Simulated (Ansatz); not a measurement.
# PrBi3H: the cost of one run

Method: DFT PBE, scalar-relativistic, plane waves, PAW; 4f electrons in the core of a trivalent norm-conserving potential, in Ansatz 0.2.0.

**1. The structure to begin with**

The structure is cubic, space group Pm-3m (No. 221). Conventional cell: a = 5.175 Å, b = 5.175 Å, c = 5.175 Å, α = 90.00°, β = 90.00°, γ = 90.00°. Pr (site symmetry m-3m) has 6 Bi at 2.59 Å as nearest neighbours. Bi (site symmetry 4/mmm) is surrounded by 2 Pr at 2.59 Å and 8 Bi at 3.66 Å and 4 H at 3.66 Å. H (site symmetry m-3m) has 12 Bi at 3.66 Å as nearest neighbours.

Coordinates:

```
Pr Bi H
1.0
     5.17510    0.00000    0.00000
     0.00000    5.17510    0.00000
     0.00000    0.00000    5.17510
Pr Bi H
1 3 1
Direct
  0.50000 0.50000 0.50000
  0.00000 0.50000 0.50000
  0.50000 0.00000 0.50000
  0.50000 0.50000 0.00000
  0.00000 0.00000 0.00000
```

Recipe of the guess: random cell by space group and Wyckoff sites (Pm-3m, No. 221). The dimensions are guesses.

**2. Probe: one point on a coarse mesh**

The input, input.yaml:

```yaml
crystal:
  lattice:
    - [5.17510317, 0.0, 0.0]
    - [0.0, 5.17510317, 0.0]
    - [0.0, 0.0, 5.17510317]
  atoms:
    - { symbol: Pr, position: [0.5, 0.5, 0.5] }
    - { symbol: Bi, position: [0.0, 0.5, 0.5] }
    - { symbol: Bi, position: [0.5, 0.0, 0.5] }
    - { symbol: Bi, position: [0.5, 0.5, 0.0] }
    - { symbol: H, position: [0.0, 0.0, 0.0] }
basis:
  ecutwfc: 660
kpoints:
  mp_grid: { grid: [4, 4, 4] }
hamiltonian:
  xc: pbe
  pseudopotentials:
    kind: paw
    azcp: { Pr: "pseudopotentials/pbe/nc/lanthanide_3plus/Pr.nc.azcp" }
scf:
  occupations: { method: gaussian, width: 0.1 }
  lower_state_search: "off"
output:
  forces: true
  stress: true
  eigenvalues: true
```

Run with:

```console
ansatz run input.yaml --threads 1 --pin off --max-ram 2560MiB --backend cpu --events-out ev --progress --plain --runs-dir out
```

**Question.** How long does this run take on 1 thread of Arm Neoverse V2, shared host, and how much memory does it need?

About 5.7 s, with a peak of 0.42 GiB.
